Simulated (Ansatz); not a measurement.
Crystal: HfRu3.

```
CELL_PARAMETERS angstrom
3.95577 0.00000 0.00000
0.00000 3.95577 0.00000
0.00000 0.00000 3.95577
ATOMIC_POSITIONS crystal
Hf 0.00000 0.00000 0.00000
Ru 0.00000 0.50000 0.50000
Ru 0.50000 0.00000 0.50000
Ru 0.50000 0.50000 0.00000
```

The cell comes from a database or a generator and needn't be the stable form of this composition.

Base run:

* Program: Ansatz 0.2.0
* Functional: LDA
* Potentials or basis: Ansatz PAW
* Cutoff: 420 eV (not typed: the program's choice for these potentials)
* k mesh: 7 × 7 × 7
* Occupations: gaussian, width 0.05 eV
* Spin: no spin polarisation

Its results: band gap on the k mesh none (metal or under the smearing width); pressure -15.1 GPa.

Q: The run is repeated on the same cell with these changes: functional from LDA to PBE; occupations from gaussian, width 0.05 eV to gaussian, width 0.02 eV. What comes out?

A: Band gap on the k mesh none (metal or under the smearing width); pressure -1.1 GPa.

Caveats: so large a pressure means that the cell lies far from this level's equilibrium, or that cutoff or potentials fall short (some runs); the PAW data sets come from PBE, with cores solved anew for the run's functional, which leaves a small shift of forces and pressure (some runs).
